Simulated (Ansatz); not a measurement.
C2H7NSi, SMILES CN(C)[SiH], energies of removing a hydrogen

Computed with Ansatz's Python interface.

At the Python prompt:
```pycon
>>> import ansatz as az
>>> from ase import Atoms
>>> def total_energy(molecule, charge=0, unpaired=0):
...     calc = (
...         molecule.calculation()
...         .basis(gaussian="def2-TZVP")
...         .functional("r2scan")
...     )
...     if charge:
...         calc = calc.charge(charge)
...     if unpaired:
...         calc = calc.spin("collinear", total=unpaired)
...     return calc.run(threads=1, backend="cpu").report["free_energy_ev"]
...
>>> def without(molecule, index):
...     rest = az.Crystal.molecule()
...     for i, site in enumerate(molecule.cartesian_sites):
...         if i != index:
...             rest = rest.atom(site.symbol, site.position_ang)
...     return rest
...
>>> atoms = Atoms(["C", "N", "C", "Si", "H", "H", "H", "H", "H", "H", "H"], positions=[
...     (-0.3272, 1.2455, -0.3428),
...     (0.0052, -0.1278, -0.4388),
...     (0.5524, -0.5311, 0.8377),
...     (-0.8264, -1.2295, -1.3968),
...     (-0.6246, 1.6866, -1.361),
...     (0.4495, 1.922, 0.0209),
...     (-1.2155, 1.435, 0.3059),
...     (1.4019, 0.1842, 1.1721),
...     (1.0759, -1.4959, 0.8216),
...     (-0.1793, -0.5871, 1.657),
...     (-0.2466, -2.559, -1.2551),
... ])
>>> system = az.Crystal.molecule_from_ase(atoms)
>>> whole = total_energy(system, 0)
>>> hydrogen = total_energy(az.Crystal.molecule().atom("H", (0, 0, 0)), 0, 1)
>>> print(f"E(molecule) = {whole:.5f} eV, E(H) = {hydrogen:.5f} eV")
E(molecule) = -11552.62045 eV, E(H) = -13.60370 eV
>>> for index in [9, 10]:
...     radical = total_energy(without(system, index), 0, 1)
...     print(f"H{index}: homolysis {(radical + hydrogen - whole):.3f} eV")
...
H9: homolysis 4.478 eV
H10: homolysis 2.955 eV
```

Caveats:
- Total energies depend on the basis set; only differences at equal settings carry meaning.
- The geometry is a force-field or estimated start, not a minimum of this method, and the basis set is short of its limit. All parts are taken at fixed geometry, without zero-point energy.
- The expectation value of S² is noticeably off S(S+1) in at least one run, so that state is spin-contaminated.
- Finished in 98 s on 1 thread of Arm Neoverse V1, with other jobs on the host, peak memory 0.49 GiB.
